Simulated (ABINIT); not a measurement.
The system is NbTe.

```
Te Nb
1.0
     3.70297    0.00000    0.00000
    -1.85149    3.20687    0.00000
     0.00000    0.00000    3.69421
Te Nb
1 1
Direct
  0.66667 0.33333 0.00000
  0.00000 0.00000 0.50000
```

The cell comes from a database or a generator and needn't be the stable form of this composition.

```yaml
Program: ABINIT 10.8.3 (patched build)
Task: relaxation of cell and atoms
Functional: LDA
Potentials_or_basis: JTH PAW LDA v2.0
Cutoff: 435 eV
k_mesh: 6 × 6 × 5
Occupations: fermi-dirac, width 0.05 eV
Spin: no spin polarisation
```

At the start: pressure -6.6 GPa; volume 21.93 Å³/atom.

**Question.** How do energy, volume and symmetry change on relaxing?

**Answer.** Over 9 steps the energy falls by 24.7 meV/atom and the volume is 20.78 Å³/atom (-5.3 %); space group P-6m2 (No. 187, to 0.05 Å).

The path:
| step | energy change (eV) | largest force (eV/Å) | pressure (GPa) | volume (Å³) |
| --- | --- | --- | --- | --- |
| 1 | 0.0000 | 0.0000 | -6.63 | 43.87 |
| 2 | -0.0302 | 0.0000 | -4.23 | 42.98 |
| 3 | -0.0484 | 0.0000 | 0.31 | 41.54 |
| 4 | -0.0487 | 0.0000 | -0.03 | 41.63 |
| 5 | -0.0489 | 0.0000 | -0.20 | 41.67 |
| 6 | -0.0492 | 0.0000 | -0.22 | 41.64 |
| 7 | -0.0493 | 0.0000 | -0.09 | 41.59 |
| 8 | -0.0493 | 0.0000 | -0.01 | 41.57 |
| 9 | -0.0493 | 0.0000 | 0.00 | 41.56 |

Final structure:
```cif
data_structure
_symmetry_space_group_name_H-M 'P 1'
_symmetry_Int_Tables_number 1
_cell_length_a 3.6282
_cell_length_b 3.6282
_cell_length_c 3.6459
_cell_angle_alpha 90.000
_cell_angle_beta 90.000
_cell_angle_gamma 120.000
_cell_volume 41.56
loop_
_atom_site_label
_atom_site_type_symbol
_atom_site_fract_x
_atom_site_fract_y
_atom_site_fract_z
_atom_site_occupancy
Te1 Te 0.66667 0.33333 0.00000 1
Nb1 Nb 0.00000 0.00000 0.50000 1
```
